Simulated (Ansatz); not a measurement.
# CCSD/def2-TZVP (core potential) run of SnH3F (SMILES [F][SnH3])

Aim: the electronic atomisation energy of SnH3F at CCSD/def2-TZVP (core potential), from 4 runs. 

The calculation is run with Ansatz 0.2.0.

28 further runs of the same task are left out: 28 set aside as unsound or not needed. Runs told in other sessions of the task aren't counted.

### Step 1. The system as given

SnH3F has 5 atoms, charge 0, and is taken as a singlet. SMILES: `[F][SnH3]`. Geometry: relaxed at PBE0-D4/def2-TZVP.

Bond lengths: F1–Sn2 1.926 Å, Sn2–H3 1.701 Å, Sn2–H4 1.701 Å, Sn2–H5 1.701 Å. Angles: F1–Sn2–H3 104.7°, F1–Sn2–H4 104.7°, F1–Sn2–H5 104.7°, H3–Sn2–H4 113.8°, H3–Sn2–H5 113.8°, H4–Sn2–H5 113.8°.

### Step 2. The energy at CCSD/def2-TZVP (core potential)

The input, molecule.yaml:

```yaml
basis:
  gaussian:
    orbitals: def2-TZVP
crystal:
  periodic: [false, false, false]
  atoms:
    - {symbol: F, position_ang: [-1.285000, 0.718300, 1.005000]}
    - {symbol: Sn, position_ang: [0.100400, -0.065900, -0.079000]}
    - {symbol: H, position_ang: [-0.528400, -0.054800, -1.659100]}
    - {symbol: H, position_ang: [0.318900, -1.626500, 0.560600]}
    - {symbol: H, position_ang: [1.444100, 0.955200, 0.131000]}
accuracy: high
scf:
  omitted_lower_state_checks: [cluster_reference, increment]
correlation:
  method: ccsd
  frozen_orbitals: {F: 1, H: 0, Sn: 4}
```

Command:

```bash
$ ansatz run molecule.yaml --threads 1 --pin off --max-ram 2610MiB --events-out events.jsonl --progress --plain --runs-dir runs
```

The program printed, shortened:

```text
Warning: RAYON_NUM_THREADS=1 ignored (pool sized by the plan → 1); use --threads N
Functional definition: HF
  name "HF"
[...]
1858 factors; integrals over basis functions are off by at most 4.0e-9 eV
[...]
mean field -8560.35828816 eV, -314.5873646707 hartree, gradient 3.6e-8 eV, S^2 0.000000; 0 other end points of the search recorded, 0 dependent functions left out
5 core orbitals not correlated: weight in the atoms' cores, before any rotation towards them, 1.000 or more for the frozen orbitals, at most 0.000 for the correlated occupied ones
reference -8560.35828816 eV, -314.5873646707 hartree; 12, 12 occupied and 82, 82 virtual orbitals, 1858 factors
second order -15.72759256 eV of doubles, -0.00000000 eV of singles
cycle   1  -15.54294650 eV  change    1.8e-1 eV  update   9.7e-2
[...]
cycle  21  -16.01951763 eV  change    1.8e-9 eV  update   1.0e-9
Total energy: -8576.37780579 eV, -315.1760710852 hartree
Checks for a lower state left out: cluster_reference, increment
```

Run time: 9.6 s. Hardware: 1 thread of AMD EPYC 9R45 (Zen 5), shared host; peak memory 0.7 GiB.

### Step 3. The F atom

The input, job.yaml:

```yaml
crystal:
  periodic: [false, false, false]
  atoms:
    - symbol: F
      position_ang: [0.000000, 0.000000, 0.000000]
basis:
  gaussian: {orbitals: def2-TZVP}
magnetization: {spin_polarized: true, initial_magnetization: 1}
correlation: {method: ccsd, frozen_orbitals: {F: 1}}
accuracy: high
scf: {omitted_lower_state_checks: [cluster_reference, increment]}
```

Run the same way, it converges to -99.62162 Eh (log not shown).

### Step 4. The H atom: a single-point energy at UHF/def2-TZVP

The input, input.yaml:

```yaml
crystal:
  periodic: [false, false, false]
  atoms:
    - symbol: H
      position_ang: [0.000000, 0.000000, 0.000000]
basis:
  gaussian:
    orbitals: def2-TZVP
total_charge: 0
magnetization:
  spin_polarized: true
  initial_magnetization: 1
hamiltonian:
  xc: hf
accuracy: high
```

Command:

```bash
$ ansatz run input.yaml --threads 1 --pin off --max-ram 2610MiB --events-out events.jsonl --progress --plain --runs-dir runs
```

The program printed:

```text
Warning: RAYON_NUM_THREADS=1 ignored (pool sized by the plan → 1); use --threads N
[... 2 set-up lines as earlier in the session ...]
  exchange = exact_x
  correlation = 0
21 factors; integrals over basis functions are off by at most 9.8e-8 eV
mean field evaluation 1: about -13.5531 eV, gradient 1.7e0 eV
mean field evaluation 2: about -13.5531 eV, gradient 1.7e0 eV
mean field evaluation 4: about -13.6007 eV, gradient 2.9e-3 eV
mean field evaluation 8: about -13.6005 eV, gradient 1.7e-11 eV
mean field -13.60051839 eV, -0.4998098322 hartree, gradient 6.6e-10 eV, S^2 0.750000; 0 other end points of the search recorded, 0 dependent functions left out
reference -13.60051839 eV, -0.4998098322 hartree; 1, 0 occupied and 5, 6 virtual orbitals, 21 factors
Total energy: -13.60051839 eV, -0.4998098322 hartree
```

Run time: 0.04 s. Hardware: 1 thread of AMD EPYC 9R45 (Zen 5), shared host.

### Step 5. The Sn atom at the same level

The input, run.yaml:

```yaml
crystal:
  periodic: [false, false, false]
  atoms:
    - {symbol: Sn, position_ang: [0.000000, 0.000000, 0.000000]}
basis:
  gaussian:
    orbitals: def2-TZVP
accuracy: high
correlation:
  method: ccsd
  frozen_orbitals: {Sn: 4}
magnetization:
  spin_polarized: true
  initial_magnetization: 2
scf:
  omitted_lower_state_checks: [cluster_reference, increment]
```

Run the same way, it converges to -213.60150 Eh (log not shown).

### Step 6. Summary of results

Level: CCSD/def2-TZVP (core potential), 5 core orbitals frozen.

```
                                             quantity          value
                               molecule: total energy  -315.17607 Eh
molecule: correlation energy (5 core orbitals frozen)     -588.7 mEh
                              molecule: T1 diagnostic          0.014
                                 F atom: total energy   -99.62162 Eh
   F atom: correlation energy (1 core orbital frozen)     -209.8 mEh
            F atom: ⟨S²⟩ of the reference determinant          0.754
                                F atom: T1 diagnostic          0.006
                                 H atom: total energy    -0.49981 Eh
                                         H atom: ⟨S²⟩          0.750
                                Sn atom: total energy  -213.60150 Eh
 Sn atom: correlation energy (4 core orbitals frozen)     -261.6 mEh
           Sn atom: ⟨S²⟩ of the reference determinant          2.012
                               Sn atom: T1 diagnostic          0.011
                        electronic atomisation energy      12.341 eV
```

In words: Taking the molecule apart into free atoms costs 12.34 eV (285 kcal/mol), before zero-point energy and without spin-orbit coupling.
